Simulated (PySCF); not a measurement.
**LiBr at other levels of theory**

What do other methods print for LiBr?

The runs use PySCF 2.14.0; method and basis as typed in the scripts.

1 further run of the same task is left out (it didn't finish).

**1. The starting structure**

LiBr: 2 atoms, charge 0, spin multiplicity 1.

Bond lengths: Li1–Br2 2.232 Å.

**2. Base script**

input.py reads:

```python
from pyscf import gto, scf, tdscf

mol = gto.M(
    atom='Li 0 0 0; Br 0 0 2.232',
    basis='jorge-dzp-dkh',
    charge=0,
    spin=0,
    verbose=4,
)
mf = scf.RHF(mol)
mf = mf.sfx2c1e()
mf.kernel()
td = tdscf.TDA(mf)
td.nstates = 3
td.kernel()
td.analyze()
mf.dip_moment()
print('orbital energies (hartree):', mf.mo_energy[..., max(0, mol.nelec[1]-3):mol.nelec[0]+3].round(4))
```

Started as:

```
> OMP_NUM_THREADS=1 python input.py
```

**3. Stability test**

Variant 1 changes step after the SCF: tda → stability.

Changes to input.py since step 2:

```diff
@@ -1,2 +1,2 @@
-from pyscf import gto, scf, tdscf
+from pyscf import gto, scf
 
@@ -12,6 +12,3 @@
 mf.kernel()
-td = tdscf.TDA(mf)
-td.nstates = 3
-td.kernel()
-td.analyze()
+mf.stability(internal=True, external=True)
 mf.dip_moment()
```

**4. TDHF**

Variant 2 changes step after the SCF: tda → tddft; number of roots: 3 → 5.

Changes to input.py since step 2:

```diff
@@ -12,4 +12,4 @@
 mf.kernel()
-td = tdscf.TDA(mf)
-td.nstates = 3
+td = tdscf.TDHF(mf)
+td.nstates = 5
 td.kernel()
```

**5. Gradient**

Variant 3 changes step after the SCF: tda → gradient.

Changes to input.py since step 2:

```diff
@@ -1,2 +1,2 @@
-from pyscf import gto, scf, tdscf
+from pyscf import gto, scf
 
@@ -12,6 +12,3 @@
 mf.kernel()
-td = tdscf.TDA(mf)
-td.nstates = 3
-td.kernel()
-td.analyze()
+mf.nuc_grad_method().kernel()
 mf.dip_moment()
```

**6. CCSD(T)**

Variant 4 changes step after the SCF: tda → ccsd(t).

Changes to input.py since step 2:

```diff
@@ -1,2 +1,2 @@
-from pyscf import gto, scf, tdscf
+from pyscf import gto, scf, cc
 
@@ -12,6 +12,5 @@
 mf.kernel()
-td = tdscf.TDA(mf)
-td.nstates = 3
-td.kernel()
-td.analyze()
+mycc = cc.CCSD(mf)
+mycc.kernel()
+mycc.ccsd_t()
 mf.dip_moment()
```

**7. MP2**

Variant 5 changes step after the SCF: tda → mp2.

Changes to input.py since step 2:

```diff
@@ -1,2 +1,2 @@
-from pyscf import gto, scf, tdscf
+from pyscf import gto, scf, mp
 
@@ -12,6 +12,3 @@
 mf.kernel()
-td = tdscf.TDA(mf)
-td.nstates = 3
-td.kernel()
-td.analyze()
+mp.MP2(mf).kernel()
 mf.dip_moment()
```

**8. Number of roots 2**

Variant 6 changes number of roots: 3 → 2.

Changes to input.py since step 2:

```diff
@@ -13,3 +13,3 @@
 td = tdscf.TDA(mf)
-td.nstates = 3
+td.nstates = 2
 td.kernel()
```

Before running it: what results should come out? Wanted: for each run, E(SCF); from base; gap; SCF dipole; after the SCF.

The runs gave:

```csv
run,E(SCF) (hartree),from base (eV),cycles,gap (eV),SCF dipole (D),after the SCF
base,-2611.840963,0,9,9.02,7.80,lowest root found 5.07 eV
stability test,-2611.840963,0.0000,9,9.02,7.80,stable
TDHF,-2611.840963,0.0000,9,9.02,7.80,lowest root found 5.06 eV
gradient,-2611.840963,0.0000,9,9.02,7.80,n/a
CCSD(T),-2611.840963,0.0000,9,9.02,7.80,CCSD(T) correlation -17.466 eV
MP2,-2611.840963,0.0000,9,9.02,7.80,MP2 correlation -17.960 eV
number of roots 2,-2611.840963,0.0000,9,9.02,7.80,lowest root found 5.07 eV
```

What this shows: On the same reference and core, CCSD(T) gains 17.47 eV in 16 s; MP2 reaches 103 % of that in 1.1 s. The dearest run is “CCSD(T)”, at 16 s against 1.8 s.
